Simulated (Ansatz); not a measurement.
# C10H22N2Sn (Sn(vinyl)2(NHiPr)2): the cost of one run

Program: Ansatz 0.2.0, Gaussian basis. Level of theory: RKS r2SCAN-D4/def2-SVP. These are calculated values, not measurements.

Plan: relaxation at r2SCAN-D4/def2-SVP; a single point at PBE0-D4/def2-TZVP.

6 further runs of the same task are left out: 3 that didn't finish, 3 set aside as unsound or not needed.

## (1) The system as given

35 atoms, charge 0, spin multiplicity 1.

Atoms are counted from 1 here; the program's logs count them from 0.

Bond lengths: Sn1–C2 2.227 Å, Sn1–C7 2.170 Å, Sn1–N12 2.060 Å, Sn1–N24 2.063 Å, C2–C3 1.318 Å, C2–H4 1.084 Å, C3–H5 1.078 Å, C3–H6 1.083 Å, C7–C8 1.318 Å, C7–H9 1.081 Å, C8–H10 1.077 Å, C8–H11 1.082 Å, N12–C13 1.446 Å, N12–H16 1.013 Å, C13–C14 1.519 Å, C13–C15 1.528 Å, C13–H17 1.100 Å, C14–H18 1.088 Å and more. Angles: C2–Sn1–C7 111.9°, C2–Sn1–N12 116.7°, C2–Sn1–N24 116.0°, C7–Sn1–N12 105.5°, C7–Sn1–N24 106.4°, N12–Sn1–N24 99.0°, Sn1–C2–C3 124.6°, Sn1–C2–H4 115.7°, C3–C2–H4 119.8°, C2–C3–H5 122.4°, C2–C3–H6 121.7°, H5–C3–H6 115.9°, Sn1–C7–C8 123.1°, Sn1–C7–H9 116.9°, C8–C7–H9 120.0°, C7–C8–H10 121.6°, C7–C8–H11 121.8°, H10–C8–H11 116.6° and more.

Sn takes a core potential in the def2 sets. No spin-orbit coupling is included.

The start is a GFN2-xTB geometry.

## (2) Optimising with r2SCAN-D4/def2-SVP

The input, in.yaml:

```yaml
crystal:
  periodic: [false, false, false]
  atoms:
    - {symbol: Sn, position_ang: [0.074490, 0.012760, -0.149460]}
    - {symbol: C, position_ang: [0.068710, -0.442970, 2.030250]}
    - {symbol: C, position_ang: [1.032630, -0.112660, 2.865920]}
    - {symbol: H, position_ang: [-0.805550, -0.968510, 2.397670]}
    - {symbol: H, position_ang: [1.919140, 0.411700, 2.547630]}
    - {symbol: H, position_ang: [0.977400, -0.351150, 3.920570]}
    - {symbol: C, position_ang: [1.990790, 0.788670, -0.807630]}
    - {symbol: C, position_ang: [2.118860, 1.631040, -1.812840]}
    - {symbol: H, position_ang: [2.868420, 0.425830, -0.290300]}
    - {symbol: H, position_ang: [1.262400, 2.002560, -2.350350]}
    - {symbol: H, position_ang: [3.086830, 1.985620, -2.140480]}
    - {symbol: N, position_ang: [-1.327300, 1.367410, -0.815910]}
    - {symbol: C, position_ang: [-1.744360, 2.519130, -0.046570]}
    - {symbol: C, position_ang: [-0.533490, 3.324450, 0.391110]}
    - {symbol: C, position_ang: [-2.611800, 2.160860, 1.159170]}
    - {symbol: H, position_ang: [-2.153130, 0.897600, -1.168490]}
    - {symbol: H, position_ang: [-2.343570, 3.141950, -0.727320]}
    - {symbol: H, position_ang: [0.044200, 2.758670, 1.118590]}
    - {symbol: H, position_ang: [-0.842490, 4.261400, 0.844790]}
    - {symbol: H, position_ang: [0.100720, 3.531540, -0.463980]}
    - {symbol: H, position_ang: [-2.027080, 1.576700, 1.867560]}
    - {symbol: H, position_ang: [-2.964910, 3.060280, 1.656830]}
    - {symbol: H, position_ang: [-3.473040, 1.573800, 0.846980]}
    - {symbol: N, position_ang: [-0.376570, -1.562890, -1.402900]}
    - {symbol: C, position_ang: [0.243400, -2.864440, -1.292480]}
    - {symbol: C, position_ang: [-0.237800, -3.665620, -0.083530]}
    - {symbol: C, position_ang: [1.755300, -2.724720, -1.269110]}
    - {symbol: H, position_ang: [-1.377390, -1.690520, -1.493240]}
    - {symbol: H, position_ang: [-0.036740, -3.414560, -2.203030]}
    - {symbol: H, position_ang: [0.062790, -3.159490, 0.832160]}
    - {symbol: H, position_ang: [0.195290, -4.662430, -0.088890]}
    - {symbol: H, position_ang: [-1.322170, -3.756290, -0.093630]}
    - {symbol: H, position_ang: [2.070550, -2.283940, -0.325540]}
    - {symbol: H, position_ang: [2.231030, -3.695310, -1.374880]}
    - {symbol: H, position_ang: [2.074470, -2.076450, -2.078660]}
basis:
  gaussian: {orbitals: def2-SVP}
hamiltonian: {xc: r2scan, dispersion: d4}
scf: {lower_state_search: "off"}
output: {orbitals: {seedname: orbitals}}
relax: {f_tol: 0.03, max_steps: 70}
```

Command:

```bash
ansatz run in.yaml --threads 4 --pin off --events-out ev --progress --plain --max-ram 6963MiB
```

Q: Estimate wall time and peak memory on 4 threads of Arm Neoverse V2, shared host.

About 2.3 min, with a peak of 0.71 GiB.
